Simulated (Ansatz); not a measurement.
# Si2As: the cost of one run

Program: Ansatz 0.2.0. Level of theory: DFT PBE, scalar-relativistic, plane waves, PAW. These are calculated values, not measurements.

## (1) The starting structure

Symmetry: P4/mbm, No. 127, tetragonal system. Conventional cell: a = 6.007 Å, b = 6.007 Å, c = 2.381 Å, α = 90.00°, β = 90.00°, γ = 90.00°. Around Si (site symmetry m2m) lie 3 Si at 2.32 to 2.38 Å and 2 As at 2.33 Å. As (site symmetry 4/m) has 4 Si at 2.33 Å and 2 As at 2.38 Å as nearest neighbours.

As a file:

```cif
data_structure
_symmetry_space_group_name_H-M 'P4/mbm'
_symmetry_Int_Tables_number 127
_cell_length_a 6.0065
_cell_length_b 6.0065
_cell_length_c 2.3805
_cell_angle_alpha 90.000
_cell_angle_beta 90.000
_cell_angle_gamma 90.000
_cell_volume 85.89
loop_
_atom_site_label
_atom_site_type_symbol
_atom_site_symmetry_multiplicity
_atom_site_Wyckoff_symbol
_atom_site_fract_x
_atom_site_fract_y
_atom_site_fract_z
_atom_site_occupancy
Si1 Si 4 g 0.86318 0.63682 0.00000 1
As1 As 2 a 0.50000 0.50000 0.00000 1
```

Recipe of the guess: 5-, 6-connected net, elements by coordination (P4/mbm, No. 127). Its size is a rough estimate.

## (2) The guess as it stands, on a coarse mesh

Contents of input.yaml:

```yaml
crystal:
  lattice:
    - [6.00650161, 0.0, 0.0]
    - [0.0, 6.00650161, 0.0]
    - [0.0, 0.0, 2.38054735]
  atoms:
    - { symbol: Si, position: [0.86317998, 0.63682002, 0.0] }
    - { symbol: Si, position: [0.13682002, 0.36317998, 0.0] }
    - { symbol: Si, position: [0.63682002, 0.13682002, 0.0] }
    - { symbol: Si, position: [0.36317998, 0.86317998, 0.0] }
    - { symbol: As, position: [0.5, 0.5, 0.0] }
    - { symbol: As, position: [0.0, 0.0, 0.0] }
basis:
  ecutwfc: 420
kpoints:
  mp_grid: { grid: [4, 4, 8] }
hamiltonian:
  xc: pbe
scf:
  occupations: { method: gaussian, width: 0.1 }
  lower_state_search: "off"
output:
  forces: true
  stress: true
  eigenvalues: true
```

Command:

```bash
> ansatz run input.yaml --threads 1 --pin off --max-ram 2048MiB --backend cpu --events-out ev --progress --plain --runs-dir out
```

Q: Estimate wall time and peak memory on 1 thread of Arm Neoverse V1, shared host.

About 5.1 s, with a peak of 0.35 GiB.
